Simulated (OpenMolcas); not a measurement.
**AlHClOF (SMILES [OH][Al]([F])[Cl]) at 6 levels**

Wanted: a comparison of 6 runs (HF/3-21G, B3LYP/6-31G*, PBE0/def2-SVP, B3LYP/def2-TZVP, TPSS/cc-pVTZ, RI-MP2/ANO-XS-VDZ) of AlHClOF. 

The results are computed with OpenMolcas 26.06.

3 further runs of the same task are left out: 3 set aside as unsound or not needed.

### Step 1. The structure to begin with

The species is AlHClOF (5 atoms), meant as a singlet with charge 0. As SMILES, `[OH][Al]([F])[Cl]`. The shape comes from GFN2-xTB, which is rough for such elements, and wasn't checked as a minimum. This is one conformer, not always the lowest.

Bond lengths: O1–Al2 1.639 Å, Al2–F3 1.654 Å, Al2–Cl4 2.013 Å, O1–H5 0.946 Å. Angles: O1–Al2–F3 118.4°, O1–Al2–Cl4 120.8°, F3–Al2–Cl4 120.8°, Al2–O1–H5 156.5°.

### Step 2. Energy and gradient at HF/3-21G (run 1)

test.input

```
>>> EXPORT MOLCAS_PRINT=2

&GATEWAY
 BasLib
 $CurrDir
 Coord
 5
 angstrom
 O        0.270550       1.072680      -0.390730
 Al      -0.118780      -0.431660       0.129130
 F        0.252500      -0.845510       1.686870
 Cl      -1.025480      -1.744180      -1.098990
 H        0.621210       1.948670      -0.326280
 Basis
 3-21G
 Group
 NoSym

&SEWARD

&SCF
 Thresholds
 1e-10 1e-07 1e-07 1e-05
 PrOrbitals
 1 2

&ALASKA
```

The basis set 3-21G is read from a file made from the Basis Set Exchange's data (not shown).

The run is started by

```sh
$ export MOLCAS_MEM=1860
$ pymolcas test.input > test.log
```

The program printed:

```text
--- Start Module: gateway ---
[...]
--- Stop Module: gateway /rc=_RC_ALL_IS_WELL_ ---
[...]
      Basis functions           46
[...]
--- Start Module: scf ---
[...]
       Convergence after  12 Iterations
[...]
::    Total SCF energy                               -872.0248563414
[...]
      Total spin, S                                     0.0000000000
[...]
      Total electronic charge=   48.000000
      Total            charge=   -0.000000
[...]
      Dipole Moment (debye):
      Origin of the operator (angstrom)=   -0.2993   -0.7104   -0.0968
                   X=  1.0846E+00               Y=  2.7276E+00               Z=  1.9174E-01           Total=  2.9416E+00
      Quadrupole Moment (debye*angstrom):
[...]
--- Stop Module: scf /rc=_RC_ALL_IS_WELL_ ---
--- Start Module: alaska ---
[...]
 *              Molecular gradients               *
 **************************************************
  Irreducible representation: a
 ------------------------------------------------------------------------------------------
                              X                       Y                       Z
 ------------------------------------------------------------------------------------------
  O1                4.34767320978136E-04    4.03177110636044E-03   -3.25120299025805E-03
  AL2              -3.16403177370141E-02   -4.56749440661901E-02   -4.28248168589251E-02
  F3                2.49500088421151E-03   -3.94094026335168E-04    7.76482302219605E-03
  CL4               2.89376486734163E-02    4.33784544332241E-02    3.74945883271511E-02
  H5               -2.27099141602904E-04   -1.34118744707035E-03    8.16608499861399E-04
 ------------------------------------------------------------------------------------------
--- Stop Module: alaska /rc=_RC_ALL_IS_WELL_ ---
[...]
```

Wall time 2.3 s (1 thread of Arm Neoverse V1, shared host); peak memory 0.38 GiB.

### Step 3. Energy and gradient at B3LYP/6-31G(d) (spherical functions) (run 2)

mol.xyz

```xyz
5

O      0.270550     1.072680    -0.390730
Al    -0.118780    -0.431660     0.129130
F      0.252500    -0.845510     1.686870
Cl    -1.025480    -1.744180    -1.098990
H      0.621210     1.948670    -0.326280
```

job.inp

```
* AlClFHO Kohn-Sham DFT
&GATEWAY
BasLib = $CurrDir
Coord = mol.xyz
Basis = 6-31Gs
Group = NoSym
&SEWARD
GridInput
Grid=UltraFine
End of Grid
&SCF
KSDFT = B3LYP
Thresholds = 1e-10 1e-07 1e-07 1e-05
PrOrbitals = 1 2
&ALASKA
```

The basis set 6-31G* is read from a file made from the Basis Set Exchange's data (not shown).

The run is started by

```sh
$ export MOLCAS_MEM=1860
$ pymolcas job.inp > job.log
```

The program printed:

```text
--- Start Module: gateway ---
[...]
--- Stop Module: gateway /rc=_RC_ALL_IS_WELL_ ---
[...]
      Basis functions           66
[...]
--- Start Module: scf ---
[...]
       Convergence after  13 Iterations
[...]
::    Total KS-DFT energy                            -878.4726295162
[...]
      Total spin, S                                     0.0000000000
[...]
      Total electronic charge=   48.000000
      Total            charge=   -0.000000
[...]
      Dipole Moment (debye):
      Origin of the operator (angstrom)=   -0.2993   -0.7104   -0.0968
                   X=  6.4989E-01               Y=  2.0217E+00               Z= -3.1461E-01           Total=  2.1468E+00
      Quadrupole Moment (debye*angstrom):
[...]
--- Stop Module: scf /rc=_RC_ALL_IS_WELL_ ---
[...]
--- Start Module: alaska ---
[...]
 *              Molecular gradients               *
 **************************************************
  Irreducible representation: a
 ------------------------------------------------------------------------------------------
                              X                       Y                       Z
 ------------------------------------------------------------------------------------------
  O1                2.16863516714749E-03   -7.20119842515388E-03    1.43934199194797E-02
  AL2              -1.35147590833000E-02   -9.53077624479137E-03   -2.93228931949270E-02
  F3                1.79739859137573E-03    3.12234271970269E-03    1.80103459010894E-03
  CL4               1.35030428897132E-02    2.00667382119484E-02    1.76702465560830E-02
  H5               -3.95431756496323E-03   -6.45710626175244E-03   -4.54180787075810E-03
 ------------------------------------------------------------------------------------------
--- Stop Module: alaska /rc=_RC_ALL_IS_WELL_ ---
[...]
```

It took 14 s on 1 thread of Arm Neoverse V1, shared host; peak memory 0.41 GiB.

Runs 3 to 5 aren't shown in full; the table further down has their settings and results.

### Step 4. The energy at RI-MP2/ANO-XS-VDZ (DKH2, RICD fitting) (run 6)

run.inp

```
&GATEWAY
BasisSet
O.ANO-XS-VDZ....
O1 0.270550 1.072680 -0.390730 angstrom
End of Basis
BasisSet
Al.ANO-XS-VDZ....
Al2 -0.118780 -0.431660 0.129130 angstrom
End of Basis
BasisSet
F.ANO-XS-VDZ....
F3 0.252500 -0.845510 1.686870 angstrom
End of Basis
BasisSet
Cl.ANO-XS-VDZ....
Cl4 -1.025480 -1.744180 -1.098990 angstrom
End of Basis
BasisSet
H.ANO-XS-VDZ....
H5 0.621210 1.948670 -0.326280 angstrom
End of Basis
RICD
aCD
&SEWARD
Relativistic
R02E00
&SCF
PrOrbitals
1 2
&MBPT2
Frozen
12
```

The run is started by

```sh
$ export MOLCAS_MEM=1860
$ pymolcas run.inp > run.log
```

The program printed:

```text
--- Start Module: gateway ---
[...]
--- Stop Module: gateway /rc=_RC_ALL_IS_WELL_ ---
[...]
      Basis functions           46
[...]
--- Start Module: scf ---
[...]
       Convergence after  10 Iterations
[...]
::    Total SCF energy                               -878.3658382639
[...]
      Total spin, S                                     0.0000000000
[...]
      Total electronic charge=   48.000000
      Total            charge=   -0.000000
[...]
      Dipole Moment (debye):
      Origin of the operator (angstrom)=   -0.2993   -0.7104   -0.0968
                   X=  8.5920E-01               Y=  2.4655E+00               Z= -1.8414E-01           Total=  2.6174E+00
      Quadrupole Moment (debye*angstrom):
[...]
--- Stop Module: scf /rc=_RC_ALL_IS_WELL_ ---
--- Start Module: mbpt2 ---
[...]
WARNING!
Default frozen orbitals as non valence orbitals is overwritten by user input.
Default values:   9
[...]
       Reference weight ( Cref**2 )         =        0.91339
::    Total MBPT2 energy                             -878.6711829782
[...]
--- Stop Module: mbpt2 /rc=_RC_ALL_IS_WELL_ ---
[...]
```

It took 2 s on 1 thread of Arm Neoverse V1, shared host; peak memory 0.25 GiB.

### Step 5. Overview of the runs

| run | level | integration grid | integral approximation | energy (Eh) | dipole moment (D) of the reference | HOMO energy (eV) | LUMO energy (eV) | wall time |
| --- | --- | --- | --- | --- | --- | --- | --- | --- |
| 1 | HF/3-21G | – | none | -872.024856 | 2.94 | -13.09 | 2.54 | 2.3 s |
| 2 | B3LYP/6-31G* (spherical functions) | UltraFine | none | -878.472630 | 2.15 | -8.91 | -0.94 | 14 s |
| 3 | PBE0/def2-SVP | UltraFine | none | -877.692098 | 2.04 | -9.23 | -0.52 | 14 s |
| 4 | B3LYP/def2-TZVP | UltraFine | none | -878.642690 | 1.91 | -9.17 | -1.12 | 61 s |
| 5 | TPSS/cc-pVTZ | UltraFine | none | -878.643206 | 1.91 | -7.89 | -1.40 | 89 s |
| 6 | RI-MP2/ANO-XS-VDZ (DKH2, RICD fitting) | – | RICD aCD | -878.671183 | 2.62 | -13.18 | 2.32 | 2 s |

### Step 6. What came out

```
                                           quantity          value
                                run 6: total energy  -878.67118 Eh
          run 6: dipole moment (mean-field density)         2.62 D
         run 6: HOMO energy (Hartree–Fock orbitals)      -13.18 eV
         run 6: LUMO energy (Hartree–Fock orbitals)        2.32 eV
       run 6: HOMO–LUMO gap (Hartree–Fock orbitals)       15.49 eV
run 6: correlation energy (12 core orbitals frozen)     -305.3 mEh
```

In words: Over runs 1, 2, 3, 4, 5 the dipole moment (its size) runs from 1.91 D (B3LYP/def2-TZVP) to 2.94 D (HF/3-21G). The two ends differ in method and basis. Over runs 1, 2, 3, 4, 5 the HOMO–LUMO gap runs from 6.49 eV (TPSS/cc-pVTZ) to 15.62 eV (HF/3-21G). Totals of different functionals can't be ranked against each other. Some runs of one species differ in core potentials or relativity; totals across that change don't compare. All runs together took 3 min, the longest 89 s.
